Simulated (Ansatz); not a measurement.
**HBr− (doublet): from a generated start to a stationary point**

Where does this start of HBr− (doublet) end when it is relaxed?

Program: Ansatz 0.2.0, Gaussian basis. Level of theory: UKS PBE0/def2-TZVPD. These are calculated values, not measurements.

## (1) The starting structure

2 atoms, charge -1, spin multiplicity 2.

Atoms are counted from 1 here; the program's logs count them from 0.

Bond lengths: Br1–H2 1.510 Å.

Geometry (Å):

```
atom   x (Å)   y (Å)   z (Å)
 Br1  0.0000  0.0000  0.0000
  H2  0.0000  0.0000  1.5100
```

The start is set by covalent radii. Sticks and bond lists go by distance. No spin-orbit coupling is included. 

## (2) Relaxation

File in.yaml:

```yaml
crystal:
  periodic: [false, false, false]
  atoms:
    - {symbol: Br, position_ang: [0.000000, 0.000000, 0.000000]}
    - {symbol: H, position_ang: [0.000000, 0.000000, 1.510000]}
basis:
  gaussian: {orbitals: def2-TZVPD}
total_charge: -1
magnetization: {spin_polarized: true, initial_magnetization: 1}
hamiltonian: {xc: pbe0}
relax: {f_tol: 0.004, max_steps: 80}
```

Started as:

```
> ansatz run in.yaml --threads 1 --pin off --events-out ev --progress --plain --max-ram 2176MiB
```

Q: Predict the outcome of this session. Wanted: energy gained; shift from the start; total energy; ⟨S²⟩.

As calculated:

```
                  quantity           value
                     steps               7
             energy gained        0.551 eV
shift from the start (rms)         0.356 Å
              total energy  -70054.3104 eV
                      ⟨S²⟩           0.755
```

**Reading.** By distance, Br1–H2 opened. Br1–H2 went from 1.510 to 2.223 Å. No vibrations were run, so this is a stationary point, not a proven minimum, and this spin need not be the ground state's.
